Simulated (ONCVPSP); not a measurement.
**Pseudopotential generation for B: ONCV, PBEsol**

Aim: build the potential from the settings below, then test how well it stands in for the atom: other configurations, scattering, ghost states and the plane-wave cutoff that it needs.

Program: ONCVPSP 4.0.1. Reference atom: PBEsol, scalar-relativistic, spherical and spin-unpolarised. All values are calculated.

### Step 1. The design

The settings as typed:

```json
{"element": "boron (B, Z = 5)", "type": "optimised norm-conserving Vanderbilt (ONCV)", "frozen core": "[He]", "valence charge": "3", "reference configuration": "2s2 2p0.75 (charge +0.25)", "partial waves": "2s: rc 1.60 bohr, ncon 4, nbas 8, qcut 4.5 1/bohr, 2 projectors, debl 1.8 Ha; 2p: rc 2.50 bohr, ncon 4, nbas 7, qcut 4.8 1/bohr, 2 projectors, debl 0.5 Ha; d scattering state at 0.06 Ha: rc 2.50 bohr, ncon 5, nbas 9, qcut 4.4 1/bohr, 1 projector", "local potential": "polynomial inside 1.15 bohr (lpopt 5, dvloc0 1 Ha)", "core correction": "Teter function, fcfact 2.75, rcfact 1.54"}
```

An earlier all-electron run gives the scale for the radii.

All-electron outer shells of the reference configuration (PBEsol, scalar-relativistic, ld1.x):

| shell | level (eV) | outermost node (bohr) | outermost maximum (bohr) |
| --- | --- | --- | --- |
| 1s | -182.28 | – | 0.21 |
| 2s | -11.60 | 0.46 | 1.52 |
| 2p | -5.67 | – | 1.53 |

### Step 2. The generation run

B.dat

```
# ATOM AND REFERENCE CONFIGURATION
# atsym  z   nc   nv     iexc    psfile
  B 5.00    1    2  -116133      upf
#
#   n    l    f
    1    0    2.00
    2    0    2.00
    2    1    0.75
#
# PSEUDOPOTENTIAL AND OPTIMIZATION
# lmax
    2
#
#   l,   rc,      ep,       ncon, nbas, qcut
    0    1.60    0.00    4    8    4.50
    1    2.50    0.00    4    7    4.80
    2    2.50    0.06    5    9    4.40
#
# LOCAL POTENTIAL
# lloc, lpopt,  rc(5),   dvloc0
    4    5    1.15    1.00
#
# VANDERBILT-KLEINMAN-BYLANDER PROJECTORs
# l, nproj, debl
    0    2    1.80
    1    2    0.50
    2    1    0.90
#
# MODEL CORE CHARGE
# icmod, fcfact, rcfact
    3    2.75    1.54
#
# LOG DERIVATIVE ANALYSIS
# epsh1, epsh2, depsh
   -2.00    5.00    0.02
#
# OUTPUT GRID
# rlmax, drl
    6.00    0.01
#
# TEST CONFIGURATIONS
# ncnf
    4
# nvcnf
#   n    l    f
    2
    2    0    2.00
    2    1    1.00
#
    2
    2    0    2.00
    2    1    0.00
#
    2
    2    0    1.00
    2    1    0.00
#
    2
    2    0    1.00
    2    1    2.00
#
```

On the command line:

```sh
$ oncvpsp.x < B.dat > B.out
```

What does the calculation give? Wanted: cutoffs for 1 and 0.1 mHa per electron, occupied waves; bound ghosts; GHOST(+) flags; largest test error; largest phase difference near zero energy, channels read; rms error of d²Exc/dn², without and with the model core.

As calculated:

| quantity | value |
| --- | --- |
| cutoffs for 1 and 0.1 mHa per electron, occupied waves | 9.1 Ha and 36 Ha |
| bound ghosts | none found |
| GHOST(+) flags | none at low energy |
| largest test error (AE − PS) | +98 meV, for 2s1 2p0 |
| largest phase difference near zero energy, channels read | 0.001 rad |
| rms error of d²Exc/dn², without and with the model core | 2.23 and 1.08 mHa |

In words: By total energies transferability is fair: the largest error is 98 meV on 32.3 eV, for 2s1 2p0. The potential is soft on the atom at that tolerance: the looser tolerance needs 9.1 Ha. The tighter tolerance needs 36 Ha, and converged work needs a cutoff nearer that. No bound ghost shows below the valence levels. Near zero energy the phases of the channels with partial waves agree within 0.001 rad. All of this concerns the isolated atom, not yet a solid.
